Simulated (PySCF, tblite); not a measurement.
# C₆H₇N₂S radical: geometry, infrared bands and EPR parameters

What infrared bands and EPR parameters should C₆H₇N₂S radical (`C[C@H]1C[C]1c1cnsn1`) show?

Programs: tblite 0.8.0 and PySCF 2.14.0, with density-fitted response routines of our own. Each step states its level of theory. These are calculated values for one molecule in the gas phase, unless marked as measured. Atoms count from 0, in the outputs and in this text.

## (1) Starting geometry

16 atoms, charge 0, multiplicity 2; geometry from: force field or distance geometry start.

Bonds of the start (Å): C0–C1 1.48, C1–C2 1.52, C2–C3 1.48, C3–C4 1.48, C4–C5 1.37, C5–N6 1.34, N6–S7 1.49, S7–N8 1.75, C3–C1 1.49, N8–C4 1.34, C0–H9 1.11, C0–H10 1.14, C0–H11 1.09, C1–H12 1.13, C2–H13 1.09, C2–H14 1.13, C5–H15 1.09.

## (2) Geometry optimisation with GFN2-xTB

The job: settings as JSON, then the geometry in Å.

```
{"job": {"kind": "relax", "xc": "GFN2-xTB", "basis": "xTB"}, "charge": 0, "multiplicity": 2}
C     -1.649700     0.553800     0.800100
C     -1.295000    -0.730800     0.145300
C     -0.985300    -0.567300    -1.331000
C      0.064000    -1.028200    -0.392100
C      1.229200    -0.150900    -0.117000
C      2.448200    -0.486700     0.401300
N      3.276900     0.561400     0.498500
S      2.758700     1.880700     0.042900
N      1.221700     1.163800    -0.394700
H     -1.419900     0.625500     1.888500
H     -2.783800     0.642300     0.728400
H     -1.272400     1.439100     0.298300
H     -1.940500    -1.640700     0.350400
H     -1.517400    -1.258100    -1.993200
H     -0.833800     0.509900    -1.650500
H      2.691600    -1.504900     0.713300
```

Run with:

```bash
OMP_NUM_THREADS=1 python probes_run.py task.json out
```

This one command runs all jobs of the session in turn.

The log of the run:

```text
step      E/eV     max force
  0    -689.85866    6.077
  1    -690.56303    2.620
  2    -690.75069    1.232
  3    -690.82067    0.630
  4    -690.84811    0.512
  5    -690.89022    0.488
  6    -690.90938    0.409
  7    -690.94255    0.335
  8    -690.95657    0.302
  9    -690.97243    0.346
 10    -690.98461    0.306
 11    -690.99508    0.251
 12    -691.00288    0.224
 13    -691.01040    0.242
 14    -691.01843    0.250
 15    -691.02573    0.192
 16    -691.03159    0.167
 17    -691.03650    0.209
 18    -691.04095    0.188
 19    -691.04575    0.201
 20    -691.05179    0.210
 21    -691.05964    0.248
 22    -691.06892    0.270
 23    -691.07702    0.204
 24    -691.08320    0.196
 25    -691.09045    0.210
 26    -691.10034    0.338
 27    -691.11360    0.435
 28    -691.13179    0.488
 29    -691.15291    0.612
 30    -691.18249    0.559
 31    -691.21865    1.061
 32    -691.27940    0.879
 33    -691.33081    0.501
 34    -691.34846    1.001
 35    -691.40795    0.436
 36    -691.44716    0.418
 37    -691.47621    0.314
 38    -691.48516    0.239
 39    -691.49489    0.270
 40    -691.50428    0.278
 41    -691.51190    0.181
 42    -691.51607    0.177
 43    -691.52105    0.162
 44    -691.52734    0.231
 45    -691.53535    0.236
 46    -691.54501    0.248
 47    -691.55300    0.246
 48    -691.56323    0.285
 49    -691.57143    0.246
 50    -691.58293    0.213
 51    -691.59002    0.260
 52    -691.59987    0.240
 53    -691.60609    0.196
 54    -691.60973    0.124
 55    -691.61189    0.116
 56    -691.61319    0.104
 57    -691.61409    0.072
 58    -691.61481    0.060
 59    -691.61546    0.052
 60    -691.61604    0.048
 61    -691.61653    0.047
 62    -691.61697    0.055
 63    -691.61744    0.063
 64    -691.61793    0.053
 65    -691.61840    0.052
 66    -691.61884    0.052
 67    -691.61928    0.065
 68    -691.61974    0.059
 69    -691.62015    0.041
 70    -691.62048    0.040
 71    -691.62077    0.042
 72    -691.62107    0.049
 73    -691.62138    0.043
 74    -691.62167    0.033
 75    -691.62195    0.038
 76    -691.62227    0.044
 77    -691.62271    0.053
 78    -691.62331    0.070
 79    -691.62413    0.078
 80    -691.62517    0.084
 81    -691.62628    0.079
 82    -691.62712    0.054
 83    -691.62757    0.048
 84    -691.62788    0.050
 85    -691.62824    0.046
 86    -691.62869    0.055
 87    -691.62901    0.069
 88    -691.62939    0.045
 89    -691.62958    0.033
 90    -691.62972    0.023
 91    -691.62985    0.022
 92    -691.62997    0.023
 93    -691.63004    0.023
 94    -691.63009    0.020
 95    -691.63014    0.018
 96    -691.63020    0.016
 97    -691.63025    0.013
 98    -691.63028    0.014
 99    -691.63030    0.008
```

Wall time 0.76 s (1 thread of Arm Neoverse V1, shared host).

Along the way: (not every step is listed)

| step | energy from step 0 (eV) | largest force (eV/Å) |
| --- | --- | --- |
| 0 | 0.0000 | 6.0768 |
| 1 | -0.7044 | 2.6199 |
| 2 | -0.8920 | 1.2324 |
| 3 | -0.9620 | 0.6304 |
| 4 | -0.9895 | 0.5120 |
| 5 | -1.0316 | 0.4877 |
| 6 | -1.0507 | 0.4092 |
| 7 | -1.0839 | 0.3349 |
| 8 | -1.0979 | 0.3019 |
| 16 | -1.1729 | 0.1671 |
| 24 | -1.2245 | 0.1957 |
| 32 | -1.4207 | 0.8792 |
| 40 | -1.6456 | 0.2775 |
| 48 | -1.7046 | 0.2850 |
| 56 | -1.7545 | 0.1037 |
| 64 | -1.7593 | 0.0532 |
| 72 | -1.7624 | 0.0491 |
| 80 | -1.7665 | 0.0836 |
| 88 | -1.7707 | 0.0448 |
| 94 | -1.7714 | 0.0197 |
| 95 | -1.7715 | 0.0177 |
| 96 | -1.7715 | 0.0157 |
| 97 | -1.7716 | 0.0132 |
| 98 | -1.7716 | 0.0136 |
| 99 | -1.7716 | 0.0083 |

Distances of close pairs at the start and the end, largest changes first:

| bond | before (Å) | after (Å) | change (Å) |
| --- | --- | --- | --- |
| N6–S7 | 1.489 | 1.650 | +0.161 |
| S7–N8 | 1.752 | 1.606 | -0.145 |
| C3–C4 | 1.484 | 1.358 | -0.127 |
| C4–C5 | 1.367 | 1.449 | +0.082 |
| C0–H10 | 1.140 | 1.089 | -0.051 |
| C2–H14 | 1.134 | 1.083 | -0.051 |
| C1–H12 | 1.134 | 1.087 | -0.047 |
| C5–N6 | 1.340 | 1.293 | -0.046 |

The next job starts from the end point, and lists it.

## (3) Infrared spectrum with GFN2-xTB

The job: settings as JSON, then the geometry in Å.

```
{"job": {"kind": "ir", "xc": "GFN2-xTB", "basis": "xTB"}, "charge": 0, "multiplicity": 2}
C     -1.904671     0.191520     1.048606
C     -1.182356    -0.657567     0.025336
C     -1.114673    -0.209993    -1.425079
C      0.066513    -0.190687    -0.569404
C      1.373897     0.134369    -0.401642
C      2.133612    -0.018777     0.822210
N      3.367591     0.355949     0.725383
S      3.639197     0.891066    -0.811876
N      2.158234     0.647037    -1.383522
H     -1.531729    -0.015868     2.049945
H     -2.971981    -0.021551     1.028219
H     -1.756622     1.247612     0.836638
H     -1.281959    -1.724876     0.205073
H     -1.179870    -0.951724    -2.210241
H     -1.565892     0.735721    -1.697542
H      1.743109    -0.403288     1.746485
```

The log of the run:

```text
mode    cm-1     km/mol
  1      67.3      0.03
  2      93.1      0.11
  3     116.1      0.25
  4     166.6      0.10
  5     204.3      0.32
  6     343.2      0.18
  7     366.2      0.69
  8     446.0      1.30
  9     459.7     28.08
 10     491.3      0.95
 11     604.8      0.01
 12     665.2      9.18
 13     734.0     46.23
 14     813.9      3.33
 15     826.8      2.13
 16     875.5     54.52
 17     882.8     33.42
 18     909.2      7.47
 19     921.6      3.37
 20    1017.4      3.97
 21    1040.5      0.07
 22    1049.6      6.40
 23    1081.8      0.63
 24    1122.3     20.96
 25    1129.2      1.20
 26    1160.7      2.67
 27    1228.6      2.95
 28    1244.7      8.80
 29    1340.5      3.21
 30    1406.2      2.28
 31    1426.9      2.51
 32    1487.8     49.07
 33    1489.7      2.45
 34    1493.4      2.64
 35    1708.3     22.61
 36    2990.7     28.64
 37    3019.9     32.81
 38    3027.8     38.18
 39    3041.7      3.30
 40    3046.4     41.84
 41    3050.5     25.07
 42    3134.0      9.10
```

Run time: 0.6 s. Hardware: 1 thread of Arm Neoverse V1, shared host.

Which atoms move in the most intense modes:

| cm⁻¹ | km/mol | atoms |
| --- | --- | --- |
| 734 | 46.2 | N6 65 %, S7 16 % |
| 876 | 54.5 | N8 31 %, C5 10 % |
| 883 | 33.4 | N8 42 %, S7 11 % |
| 1488 | 49.1 | C5 52 %, N6 37 % |
| 2991 | 28.6 | H12 90 % |
| 3020 | 32.8 | H10 58 %, H9 33 % |
| 3028 | 38.2 | H9 59 %, H10 35 % |
| 3046 | 41.8 | H14 54 %, H11 32 % |

## (4) EPR parameters: B3LYP/pcH-1

The job, as its differences from that of step 3:

```diff
@@ -1,2 +1,2 @@
-{"job": {"kind": "ir", "xc": "GFN2-xTB", "basis": "xTB"}, "charge": 0, "multiplicity": 2}
+{"job": {"kind": "epr", "basis": "pcH-1"}, "charge": 0, "multiplicity": 2}
 C     -1.904671     0.191520     1.048606
```

Level: UKS B3LYP, pcH-1 on C H N S, non-relativistic, mean-field spin-orbit, GIAO.

The log of the run:

```text
UKS, coarse grid
  cycle   1  E = -740.39318686  |g| = 3.79e-01
  cycle   2  E = -740.33921730  |g| = 5.06e-01
  cycle   3  E = -740.45737189  |g| = 7.81e-02
  cycle   4  E = -740.45868951  |g| = 6.74e-02
  cycle   5  E = -740.46072669  |g| = 1.86e-02
  cycle   6  E = -740.46089613  |g| = 8.38e-03
  cycle   7  E = -740.46094510  |g| = 3.85e-03
  cycle   8  E = -740.46095575  |g| = 2.91e-03
  cycle   9  E = -740.46096065  |g| = 7.25e-04
UKS, final grid
  cycle   1  E = -740.46098710  |g| = 1.11e-03
  cycle   2  E = -740.46098557  |g| = 2.16e-03
  cycle   3  E = -740.46098778  |g| = 2.92e-04
  cycle   4  E = -740.46098783  |g| = 1.10e-04
  cycle   5  E = -740.46098785  |g| = 1.11e-04
  cycle   6  E = -740.46098786  |g| = 3.55e-05
  cycle   7  E = -740.46098786  |g| = 9.41e-06
E = -740.46098786 Eh   <S^2> = 0.7712 (exact 0.7500)
g shifts (ppm)      1          2          3
  rmc          -186       -186       -186
  gc             -3         41         31
  oz_so         -21        723       3912
  total        -210        578       3757
hyperfine (MHz)  atom isotope    a_iso     a_fc   dipolar eigenvalues
    0   13C      28.59      28.59     -2.75     -2.53      5.28
    1   13C     -19.11     -19.12     -3.08      0.11      2.96
    2   13C     -19.92     -19.92     -2.75      0.04      2.71
    3   13C      64.17      64.30    -57.89    -53.35    111.24
    4   13C     -42.33     -42.36    -20.66      7.47     13.19
    5   13C      11.81      11.82     -8.64     -7.26     15.90
    6   14N      -3.53      -3.52     -6.30      2.96      3.34
    7   33S       3.75       4.05    -17.54    -15.10     32.64
    8   14N      14.29      14.16    -16.59    -15.92     32.51
    9    1H      -2.26      -2.26     -2.24     -1.40      3.65
   10    1H       4.29       4.29     -1.86     -1.09      2.95
   11    1H      -2.05      -2.05     -3.36     -1.46      4.82
   12    1H      57.79      57.79     -3.19     -2.86      6.04
   13    1H      63.52      63.53     -3.02     -2.80      5.82
   14    1H      60.56      60.56     -3.19     -2.51      5.70
   15    1H      -6.81      -6.82     -2.77     -1.75      4.52
```

Wall time 2.2 min (1 thread of Arm Neoverse V1, shared host); peak memory 1.1 GiB.

Principal g values 2.00211, 2.00290, 2.00608; g(iso) = 2.00369, against 2.00232 for a free electron.

Mean a(iso) over the nuclei that a row names, and the largest dipolar term of the row (other rows stand at the frozen geometry):

| nuclei | isotope | a(iso) (MHz) | a(iso) (G, at g = 2.0023) | largest dipolar term (MHz) |
| --- | --- | --- | --- | --- |
| C3 | 13C | 64.2 | 22.9 | 111.2 |
| H13 | 1H | 63.5 | 22.7 | 5.8 |
| H14 | 1H | 60.6 | 21.6 | 5.7 |
| H12 | 1H | 57.8 | 20.6 | 6.0 |
| C4 | 13C | -42.3 | -15.1 | -20.7 |
| C0 | 13C | 28.6 | 10.2 | 5.3 |
| C2 | 13C | -19.9 | -7.1 | -2.8 |
| C1 | 13C | -19.1 | -6.8 | -3.1 |
| N8 | 14N | 14.3 | 5.1 | 32.5 |
| C5 | 13C | 11.8 | 4.2 | 15.9 |
| H15 | 1H | -6.8 | -2.4 | 4.5 |
| S7 | 33S | 3.7 | 1.3 | 32.6 |
| N6 | 14N | -3.5 | -1.3 | -6.3 |
| H9, H10, H11 | 1H | 0.0 | 0.0 | 4.8 |

Mulliken spin populations:

C0 0.02; C1 -0.04; C2 -0.05; C3 0.66; C4 -0.16; C5 0.10; N6 -0.08; S7 0.15; N8 0.32; H9 0.00; H10 0.00; H11 0.00; H12 0.03; H13 0.03; H14 0.02; H15 0.00

In first order the couplings over 0.8 MHz of 1H, 14N give 144 distinct lines over 80.1 G, if the averaged nuclei exchange fast.

Orbitals, density, ELF and potential are computed afterwards from the orbital file.

ELF in a plane through or near 7 of the atoms.

Ten even steps from '0' (0.00) to '9' (1.00):
```
0000000000000000000000000000
0000000000000000000000000000
0000000000000000000000000000
0000000000000000463000000000
0000000001550004999300000000
0001576105993007999500000000
0004899427993004999435200000
0003897672650000664899920000
0001482572550022753999920000
0001268526855576786589710000
0026754304149357464112100000
0159953768738146774100000000
0159987766724794265100000000
0026762588710464363100000000
0002310488610145652000000000
0000000145200013420000000000
0000000000000001100000000000
0000000000000000000000000000
0000000000000000000000000000
0000000000000000000000000000
```
The map spans 12.7 Å across and 9.8 Å up, centred on the molecule. Atoms in the plane (x, y in Å): C2 (1.0, -1.5), C3 (-0.1, -0.6), C4 (-1.4, -0.3), C5 (-2.1, 0.9), N6 (-3.3, 0.9), H9 (1.6, 2.0), H10 (3.0, 0.9).

log10 of the density (e/Å³) in the same plane.

Ten even steps from ' ' (-4.0) to '@' (1.1):
```
                                                        
                                                        
                                ........                
          ....::::::::::......::------::::              
      ..::--------======--::::--++++++==--::..          
      --==++++++++****++==----++**##**++==--::..        
    ::==++**##****####**++--==++##%%##**++==--::        
    ::==**##%%%%%%%%%%##++====++##%%%%####**==--..      
  ..--==**##@@%%%%@@%%##++++++**##%%%%%%##**==--..      
..::--++**##%%######%%%%########%%%%##****++==::..      
..--==**####%%##**##%%@@%%%%%%##%%##**++++==--::        
..--==**##%%%%##%%%%%%%%%%%%%%%%%%##**++==::..          
..--==**########%%%%########%%%%%%##**++--::            
  ::--==++++****####**++++**##%%%%##**==--..            
  ..::--======++****++++==++**####**++==--..            
      ::::::--========------==++++++==--::              
          ....::::::::::::::--======--::..              
                          ..::::::::....                
                              ....                      
                                                        
```
The map spans 12.7 Å across and 9.8 Å up, centred on the molecule. Atoms in the plane (x, y in Å): C2 (1.0, -1.5), C3 (-0.1, -0.6), C4 (-1.4, -0.3), C5 (-2.1, 0.9), N6 (-3.3, 0.9), H9 (1.6, 2.0), H10 (3.0, 0.9).

On the surface of density 0.002 e/bohr³ the electrostatic potential runs, from the 1st to the 99th percentile, from -1.54 V near N8 to 1.15 V near H15.

The spin density lies nearest to C3 37 %; N8 21 %; S7 12 %; C4 7 % (beta excess).

## (5) Summary of results

| quantity | value |
| --- | --- |
| strongest single infrared mode (GFN2-xTB) | 876 cm⁻¹, 55 km/mol |
| zero-point energy (GFN2-xTB) | 73.9 kcal/mol |
| g(iso) (B3LYP) | 2.00369 |
| ⟨S²⟩ | 0.771 (exact 0.75) |
| largest a(iso) (averaged by class) | 13C on C3, 64.2 MHz |
| surface potential, 1st and 99th percentile | -1.54 V and 1.15 V |

Over 99 steps the energy fell by 1.772 eV; of the close pairs, N6–S7 changed most, 1.489 to 1.650 Å. All 42 modes are real, so the xTB geometry is a minimum. The strongest single mode, at 876 cm⁻¹, is spread over many atoms; the largest shares are those of N8, C5. GFN2-xTB is a fitted tight-binding method: band positions and strengths are rough. Its intensities can rank the bands wrongly. The largest share of the spin, 0.66 e, sits on C3. The isotropic g lies 1.4 ppt above the free-electron value.
